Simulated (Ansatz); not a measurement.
What does this script print? It uses the Ansatz DFT code, driven from Python.

`lr_u_feo.py`
```python
"""Hubbard U of FeO from linear response."""

import warnings

import ansatz as az

FUNCTIONAL = "pbe"
VDW = "D3(BJ)"
OCCUPATIONS = "fermi_dirac"
SMEARING_WIDTH = 0.05


def main() -> None:
    warnings.simplefilter("ignore", az.DeckWarning)

    cell = (
        az.Lattice.fcc(4.3108)
        .space_group(225)
        .atom("Fe", [0.0, 0.0, 0.0])
        .atom("O", [0.5, 0.0, 0.0])
        .primitive()
        .moments(Fe=3.5)
    )

    calculation = cell.calculation()
    calculation = calculation.functional(FUNCTIONAL, dispersion=VDW)
    calculation = calculation.kpoints(13, center="gamma").occupations(OCCUPATIONS, width=SMEARING_WIDTH)
    calculation = calculation.spin(az.SpinTreatment.COLLINEAR)
    calculation = calculation.hubbard("Fe", "d", u_eff="linear-response").band_table()
    # within one cell the perturbed atoms see their images, so U is that of this cell
    found = []


    def keep(event):
        if event["event"] == "lr_u_result":
            found.append(event["data"])


    outcome = calculation.session().plan().execute(on_event=keep)
    summary = outcome.report
    for orbit in found[-1]["orbits"]:
        print(f"sites {orbit['sites']}: n0 = {orbit['n0']:.3f}, chi0 = {orbit['chi0_per_ev']:.4f}/eV, chi = {orbit['chi_per_ev']:.4f}/eV, U = {orbit['u_ev']:.2f} eV")
    print("cycles:", found[-1]["n_cycles"], " band edges:", summary.get("band_edges_ev"))
    print(f"net moment {summary['magnetization_mub']:.3f} muB, absolute {summary['absolute_magnetization_mub']:.3f} muB")
    for index, (site, m) in enumerate(zip(outcome.lattice.sites, summary["site_moments_mub"])):
        print(f"  {index:2d} {site.symbol:2s} {m:7.3f}")


if __name__ == "__main__":
    main()
```

`python lr_u_feo.py` gives:
```text
RunWarning: dispersion: an atom stands within reach of a switch of its C6 between two reference coordination numbers of its element: through that C6 alone, e_disp changes by 0.025 eV or more while the distances to its neighbours run over a stretch of 0.05 Å [...]
RunWarning: this result is not held to the crystal's symmetry: a search behind the close, the SCF from the whole filling of its shells under DFT+U, one down a way that the close's least curvature shows or from a spin flipped beside it, or a hybrid's further [...]
sites [0]: n0 = 6.369, chi0 = -0.1065/eV, chi = -0.0737/eV, U = 4.17 eV
cycles: 1  band edges: None
net moment 4.000 muB, absolute 4.005 muB
   0 Fe   3.485
   1 O    0.205
```
(Warnings from the package without file and line, shortened.)

Notes:
- The magnetic order follows from the starting moments and needn't be the lowest.
- With one magnetic atom the cell can hold only ferromagnetic order.
- Of the deposited cell: the entry's cell lengths or inner coordinates differ somewhat from later room-temperature determinations.
- The starting cell is as deposited in a crystallographic database; the results hold for this polymorph, which needn't be the stable one.
- Levels are Kohn-Sham eigenvalues on this mesh.
- The computed U depends on the projectors, on the cell (the perturbed atoms see their images) and on the spin treatment typed in the script; a run with no .spin step is spin-unpolarised.
- The script silences the warnings on its input, which a real study should read.
- Hardware and time: 2.8 min on 1 thread of Arm Neoverse V2, on a shared host, peak memory 1.4 GiB.
